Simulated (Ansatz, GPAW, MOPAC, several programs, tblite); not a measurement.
# What cheap methods get right for OsBr2 (a single layer)

How much accuracy does each second buy? OsBr2 as a single layer in vacuum is computed with 9 methods, from the cheapest up to r2SCAN.

Method: no spin polarisation, static lattice; gaps from single points on the cell relaxed beforehand with r²SCAN, in MOPAC, tblite, GPAW, Ansatz (versions at each run).

## (1) The starting structure

The structure is trigonal, space group P-3m1 (No. 164). Conventional cell: a = 3.794 Å, b = 3.794 Å, c = 30.151 Å, α = 90.00°, β = 90.00°, γ = 120.00°. Os (site symmetry -3m) is surrounded by 6 Br at 2.54 Å. Br (site symmetry 3m) is surrounded by 3 Os at 2.54 Å.

Coordinates:

```
Os Br
1.0
     3.79354    0.00000    0.00000
    -1.89677    3.28530    0.00000
     0.00000    0.00000   30.15072
Os Br
1 2
Cartesian
  0.0000 0.0000 9.0000
  0.0000 2.1902 10.2836
  1.8968 1.0951 7.7164
```

The cell holds a single layer (1T monolayer) with vacuum along c; the form is built, and need not be the compound's stable one.

**Question.** The methods are PM6, PM7, GFN1-xTB (tblite), GFN2-xTB (tblite), PBE/single-zeta, coarse PBE, GLLB-SC, PBE, r2SCAN. What gap does r2SCAN give on this cell, and which other methods (full PBE left aside) come nearest to r2SCAN and farthest in gap?

| quantity | value |
| --- | --- |
| r2SCAN | gap 1.65 eV |
| gap: nearest and farthest of the other methods | GFN1-xTB (tblite) (-0.29 eV), PM7 (+9.77 eV) |

**Reading.** For the gap, of the 7 methods compared (full PBE left aside), GFN1-xTB (tblite) comes nearest to r2SCAN and PM7 is farthest. A minimal basis or a coarse cutoff and mesh shifts results by its own error, so closeness to r2SCAN can be chance. Cluster runs see only the k-points that fold onto the zone centre, so their gaps can miss the band edges. GLLB-SC is compared with its derivative discontinuity added. CPU times run from 1 s (GFN1-xTB (tblite)) to 2.2 min (GLLB-SC). On this cell GLLB-SC cost more than r2SCAN itself (33 s), so it is no saving here. r2SCAN is a yardstick, not the truth: it usually gives gaps below the measured ones. Spin-orbit coupling is left out throughout.
